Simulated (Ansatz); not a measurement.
Which YAML input does this script hand to the engine? (the Ansatz DFT code, driven from Python)

The script, `cas_alh5se.py`:
```python
import ansatz as az

BASIS = 'def2-SVP'

geometry_ang = [
    ('Al', (-0.4861, -0.5687, -0.4375)),
    ('Se', (1.0019, 0.1753, 1.254)),
    ('H', (-0.482, -2.1074, -0.6378)),
    ('H', (-1.9443, -0.1013, -0.0296)),
    ('H', (-0.1564, 0.179, -1.8472)),
    ('H', (1.8881, 0.8736, 0.1955)),
    ('H', (0.24, 1.4816, 1.4569)),
]
molecule = az.Crystal.molecule()
for symbol, xyz in geometry_ang:
    molecule = molecule.atom(symbol, xyz)

base = molecule.calculation().basis(gaussian=BASIS).correlation(active_electrons=2, active_orbitals=2)
for method in ['sc_nevpt2']:
    data = (base if method is None else base.correlation(method)).run(threads=1, backend='cpu').report
    space = data['configurations']
    state = space['states'][0]
    print(method or 'casscf', f'total {data["free_energy_ev"] / 27.211386246:.6f} Ha, active-space state {state["energy"]["hartree"]:.6f} Ha, mean field {data["reference_energy_ev"] / 27.211386246:.6f} Ha')
    print('  determinants', state['n_determinants'], ' natural occupations', [round(n, 3) for n in space['natural_occupations']])
print('effectively unpaired electrons, sum of min(n, 2 - n):', round(sum(min(n, 2 - n) for n in space['natural_occupations']), 3))
```

`python cas_alh5se.py` gives:
```text
sc_nevpt2 total -2644.576682 Ha, active-space state -2644.258514 Ha, mean field -2644.239884 Ha
  determinants 4  natural occupations [1.964, 0.036]
effectively unpaired electrons, sum of min(n, 2 - n): 0.072
```

`input.yaml`:
```yaml
crystal:
  periodic: [false, false, false]
  atoms:
    - { symbol: Al, position_ang: [-0.4861, -0.5687, -0.4375] }
    - { symbol: Se, position_ang: [1.0019, 0.1753, 1.254] }
    - { symbol: H, position_ang: [-0.482, -2.1074, -0.6378] }
    - { symbol: H, position_ang: [-1.9443, -0.1013, -0.0296] }
    - { symbol: H, position_ang: [-0.1564, 0.179, -1.8472] }
    - { symbol: H, position_ang: [1.8881, 0.8736, 0.1955] }
    - { symbol: H, position_ang: [0.24, 1.4816, 1.4569] }
basis:
  gaussian:
    orbitals: def2-SVP
correlation:
  method: sc_nevpt2
  active_space:
    window:
      electrons: 2
      orbitals: 2
```

Total energies depend on the basis set; only differences at equal settings carry meaning. The geometry is a force-field or estimated start, not a minimum of this method, and the basis set is short of its limit. The active space starts as a window about the frontier orbitals and is then optimised, not chosen by chemistry. Run time: 5.5 s on 1 thread of Arm Neoverse V1, with other jobs on the host, peak memory 0.21 GiB.
